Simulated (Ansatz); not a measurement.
# Cr2B: the cost of one run

Method: DFT PBEsol, scalar-relativistic, plane waves, PAW, in Ansatz 0.2.0.

### Step 1. The starting structure

The structure is tetragonal, space group I4/mcm (No. 140). Conventional cell: a = 5.085 Å, b = 5.085 Å, c = 4.234 Å, α = 90.00°, β = 90.00°, γ = 90.00°. Cr (site symmetry m2m) is surrounded by 4 B at 2.17 Å and 3 Cr at 2.38 to 2.44 Å. Around B (site symmetry 422) lie 2 B at 2.12 Å and 8 Cr at 2.17 Å.

Structure file:

```
CELL_PARAMETERS angstrom
-2.54270 2.54270 2.11710
2.54270 -2.54270 2.11710
2.54270 2.54270 -2.11710
ATOMIC_POSITIONS crystal
Cr 0.66539 0.16539 0.83078
Cr 0.16539 0.33461 0.50000
Cr 0.33461 0.83461 0.16922
Cr 0.83461 0.66539 0.50000
B 0.25000 0.25000 0.00000
B 0.75000 0.75000 0.00000
```

It is the result of an earlier relaxation at this level (volume 9.13 Å³/atom; gap on the mesh: none (metal)).

### Step 2. Point at V/V0 = 0.97

File input.yaml:

```yaml
crystal:
  lattice:
    - [-2.5170167909, 2.5170167909, 2.0957109777]
    - [2.5170167909, -2.5170167909, 2.0957109777]
    - [2.5170167909, 2.5170167909, -2.0957109777]
  atoms:
    - { symbol: Cr, position: [0.6653880393, 0.1653880393, 0.8307760786] }
    - { symbol: Cr, position: [0.1653880393, 0.3346119607, 0.5] }
    - { symbol: Cr, position: [0.3346119607, 0.8346119607, 0.1692239214] }
    - { symbol: Cr, position: [0.8346119607, 0.6653880393, 0.5] }
    - { symbol: B, position: [0.25, 0.25, 0.0] }
    - { symbol: B, position: [0.75, 0.75, 0.0] }
basis:
  ecutwfc: 420
kpoints:
  mp_grid: { grid: [12, 12, 12] }
hamiltonian:
  xc: pbesol
scf:
  occupations: { method: gaussian, width: 0.1 }
output:
  forces: true
  stress: true
  eigenvalues: true
relax:
  adjacent_minimum: "off"
  f_tol: 0.01
  max_steps: 30
  cell: { stress_tol: 0.1, fix: [volume] }
```

Command:

```console
ansatz run input.yaml --threads 1 --pin off --max-ram 2560MiB --backend cpu --events-out ev --progress --plain --runs-dir out
```

**Question.** How long does this run take on 1 thread of Arm Neoverse V1, shared host, and how much memory does it need?

About 76 s, with a peak of 0.52 GiB.
